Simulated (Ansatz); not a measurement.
**In3GaP4: the band gap up the ladder of functionals**

An exercise on one series of results from a longer session: the logs are not shown, and one member is left open.

The runs shown are made with Ansatz 0.2.0. PAW datasets, plane waves. Spin-unpolarised throughout. Whether this structure exists isn't addressed.

### The structure to begin with

The cell was relaxed beforehand with r2SCAN.

Space group R3m (No. 160), trigonal; conventional cell a = 4.098 Å, c = 40.248 Å, 24.39 Å³ an atom. Near Ga stand 4 P at 2.36–2.47 Å; near In stand 4 P at 2.53–2.56 Å; near In stand 4 P at 2.53–2.55 Å; near P stand 3 Ga at 2.47 Å and 1 In at 2.56 Å.

The structure in full:

Space group R3m:H (No. 160). a = 4.098 Å, b = 4.098 Å, c = 40.248 Å, α = 90.00°, β = 90.00°, γ = 120.00°
| atom | site | symmetry | x | y | z |
| --- | --- | --- | --- | --- | --- |
| Ga | 3a | 3m | 0.6667 | 0.3333 | 0.3330 |
| In | 3a | 3m | 0.6667 | 0.3333 | 0.0809 |
| In | 3a | 3m | 0.3333 | 0.6667 | 0.1666 |
| In | 3a | 3m | 0.0000 | 0.0000 | 0.2522 |
| P | 3a | 3m | 0.6667 | 0.3333 | 0.0172 |
| P | 3a | 3m | 0.3333 | 0.6667 | 0.1033 |
| P | 3a | 3m | 0.0000 | 0.0000 | 0.1889 |
| P | 3a | 3m | 0.6667 | 0.3333 | 0.2744 |

Set-up of the first run:

input.yaml

```yaml
crystal:
  lattice:
    - [2.0489609394, 1.1829681499, 13.4160019928]
    - [-2.0489609394, 1.1829681499, 13.4160019928]
    - [0.0, -2.3659362998, 13.4160019928]
  atoms:
    - { symbol: Ga, position: [1.0002957054, 0.0002957054, 0.0002957054] }
    - { symbol: In, position: [0.2524361742, 0.2524361742, 0.2524361742] }
    - { symbol: In, position: [0.5000764354, 0.5000764354, 0.5000764354] }
    - { symbol: In, position: [0.7477629142, 0.7477629142, 0.7477629142] }
    - { symbol: P, position: [0.3160865723, 0.3160865723, 0.3160865723] }
    - { symbol: P, position: [0.5633765495, 0.5633765495, 0.5633765495] }
    - { symbol: P, position: [0.8110632141, 0.8110632141, 0.8110632141] }
    - { symbol: P, position: [0.0589024351, 0.0589024351, 0.0589024351] }
kpoints:
  mp_grid: { grid: [8, 8, 8] }
  band_path:
    path:
      - [[0.0, 0.0, 0.0], [-0.5, -0.5, -0.5], [-0.5, -0.1718499937685, -0.8281500062315]]
      - [[-0.1718499937685, 0.1718499937685, -0.5], [-6.407196665154e-17, 6.607026269872e-18, -0.5], [0.0, 0.0, 0.0], [-1.424506040247e-16, 0.3359249968842, -0.3359249968842]]
      - [[-0.3359249968842, 8.389304546116e-17, -0.6640750031158], [-0.5, 8.389304546116e-17, -0.5], [0.0, 0.0, 0.0]]
    npoints: 10
hamiltonian:
  xc: pbe
scf:
  occupations: { method: fermi_dirac, width: 0.02 }
  n_extra_bands: 6
output:
  forces: true
  stress: true
  eigenvalues: true
```

Command:

```bash
$ ansatz run input.yaml --threads 4 --pin off --max-ram 6451MiB --backend cpu --events-out ev --progress --plain --runs-dir out
```

Steps of the session up to this table: PBE bands along the symmetry lines; r2SCAN; HSE06 at the same geometry; Single point with PBE+SOC; PBE0.

One table of the session follows, with a row left open; its other results are not shown here.

```
  level  gap (eV)
    PBE         ?
 r2SCAN      0.90
  HSE06      1.31
PBE+SOC      0.49
   PBE0      1.95
```

Estimate the missing values for PBE.

The run gave: gap (eV): 0.52. In the column «gap (eV)» it lies between PBE+SOC (0.49) and r2SCAN (0.90).

Meshes: PBE 8×8×8, r2SCAN 8×8×8, HSE06 4×4×4, PBE+SOC 8×8×8, PBE0 4×4×4

PBE reaches 39 % of the HSE06 value, and r2SCAN 68 %. PBE0 lies 0.63 eV above HSE06, which differs from it by screening the long-range exchange.

To keep in mind: Warnings in the runs' records: stress exchange threshold loose, stress scf threshold loose.
